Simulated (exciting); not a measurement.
**HoTe: single point with PBEsol**

HoTe:

```
Ho Te
1.0
     0.00000    3.04500    3.04500
     3.04500    0.00000    3.04500
     3.04500    3.04500    0.00000
Ho Te
1 1
Direct
  0.00000 0.00000 0.00000
  0.50000 0.50000 0.50000
```

```json
{
 "Program": "exciting (release sodium)",
 "Task": "single point",
 "Functional": "PBEsol",
 "Potentials or basis": "all-electron LAPW+lo, shipped species files, valence relativity iora*",
 "rgkmax": "9.5",
 "k mesh": "8 × 8 × 8",
 "Occupations": "fermi-dirac, width 0.05 eV",
 "Spin": "collinear spin, ferromagnetic start"
}
```

The band gap on the k mesh is none (metal or under the smearing width), the net moment is 3.32 μB per cell and the site moments are Ho +3.36; Te -0.01 μB. The all electrons inside the program's atomic spheres are Ho 64.31; Te 49.15 (radii Ho 2.3, Te 2.3 bohr).

Levels at points of the mesh, in eV from the Fermi level:
Spin up:
| k point | band 16 | band 17 | band 18 | band 19 | band 20 | band 21 | band 22 | band 23 | band 24 | band 25 |
| --- | --- | --- | --- | --- | --- | --- | --- | --- | --- | --- |
| (0.00, 0.00, 0.00) | -2.19 | -2.19 | -1.34 | -1.34 | -1.34 | 0.59 | 0.59 | 0.59 | 1.35 | 1.35 |
| (0.50, 0.00, 0.00) | -2.94 | -2.94 | -2.25 | -2.25 | -2.19 | 2.23 | 2.95 | 3.02 | 3.02 | 5.37 |
| (0.50, 0.50, 0.00) | -2.66 | -2.66 | -2.24 | -1.96 | -1.96 | -1.26 | 1.65 | 2.44 | 4.02 | 4.02 |
Spin down:
```tsv
k point	band 15	band 16	band 17	band 18	band 19	band 20
(0.00, 0.00, 0.00)	-0.44	-0.44	0.32	0.52	0.52	0.52
(0.50, 0.00, 0.00)	-0.53	-0.44	-0.03	0.10	0.10	0.42
(0.50, 0.50, 0.00)	-0.52	-0.39	-0.39	0.07	0.20	0.20
```

Wall time 9.6 min on 1 thread of Arm Neoverse V2, with other jobs on the host, peak memory 0.19 GiB.

Caveat: the magnetic or orbital state may not be the lowest; the log's total energy holds no entropy term; the free energy is that total less TS from the occupations; spin-orbit coupling is left out, which moves the levels of the heavy elements; without U or exact exchange the open f shell lies at the Fermi level, which spoils levels, moments and volumes. The state reached can hang on the start; a lower one may exist.
